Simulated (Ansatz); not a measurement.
# TiNH2+ (quintet): wave-function methods side by side at a displaced geometry (v2), def2-SVP

One table from this session's results is given with a row withheld; the runs are named, their logs left out.

Method: def2-SVP, core rule «outside noble gas», up to 10 orbitals frozen; program: Ansatz 0.2.0, Gaussian basis.

The runs, in order: UHF; CCSD(T) on ROHF; CCSD(T) on UHF; CISD as a restricted active space (open shells left free, so some higher excitations enter); CCSDT(Q) on ROHF; CCSDT(Q) on UHF.

25 further runs of the same task are left out: 11 for a known fault of the program, 5 that didn't finish, 9 set aside as unsound or not needed. Runs told in other sessions of the task aren't counted.

## The geometry

The geometry is a PBE0/def2-TZVP stationary point (not a proven minimum) with its atoms shifted at random (size 0.100 Å).

4 atoms, charge 1, spin multiplicity 5.

Atoms are counted from 1 here; the program's logs count them from 0.

Bond lengths: Ti1–N2 2.208 Å, N2–H3 1.005 Å, N2–H4 1.102 Å. Angles: Ti1–N2–H3 126.8°, Ti1–N2–H4 122.3°, H3–N2–H4 108.1°.

The first run:

The input, in.yaml:

```yaml
crystal:
  periodic: [false, false, false]
  atoms:
    - {symbol: Ti, position_ang: [0.037619, -0.000211, 0.571191]}
    - {symbol: N, position_ang: [-0.127255, 0.007501, -1.630159]}
    - {symbol: H, position_ang: [-0.050634, 0.804842, -2.237280]}
    - {symbol: H, position_ang: [0.032474, -0.899072, -2.235251]}
basis:
  gaussian: {orbitals: def2-SVP}
total_charge: 1
magnetization: {spin_polarized: true, initial_magnetization: 4}
hamiltonian: {xc: hf}
output: {orbitals: {seedname: orbitals}}
```

The run is started by

```console
$ ansatz run in.yaml --threads 1 --pin off --events-out ev --progress --plain --max-ram 2393MiB
```

Steps of the session up to this table: UHF; CCSD(T) on ROHF; CCSD(T) on UHF; CISD as a restricted active space (open shells left free, so some higher excitations enter); CCSDT(Q) on ROHF; CCSDT(Q) on UHF.

One table of the session follows, with a row left open; its other results are not shown here.

| method | from RCCSDT(Q) (meV) |
| --- | --- |
| ROHF | +5163.4 |
| UHF | ? |
| RMP2 | +779.6 |
| UMP2 | +713.9 |
| RCCSD | +131.0 |
| UCCSD | +66.3 |
| RCCSD(T) | +33.4 |
| UCCSD(T) | -28.1 |
| RCCSDT | +7.5 |
| UCCSDT | -46.8 |
| RCCSDT(Q) | 0 |
| UCCSDT(Q) | -53.8 |

Estimate the missing values for UHF.

As computed: from RCCSDT(Q) (meV): +4977.7. In the column «from RCCSDT(Q) (meV)» it lies between RMP2 (+779.6) and ROHF (+5163.4).

Not comparable, so not listed: CISD as a restricted active space (open shells left free, so some higher excitations enter) (they don't share determinant, frozen orbitals or solution with the rows shown, or repeat one).

To keep in mind: Restricted and unrestricted rows rest on different reference determinants; a gap between their highest levels can come from leftover correlation error, from unlike frozen cores or from another state.
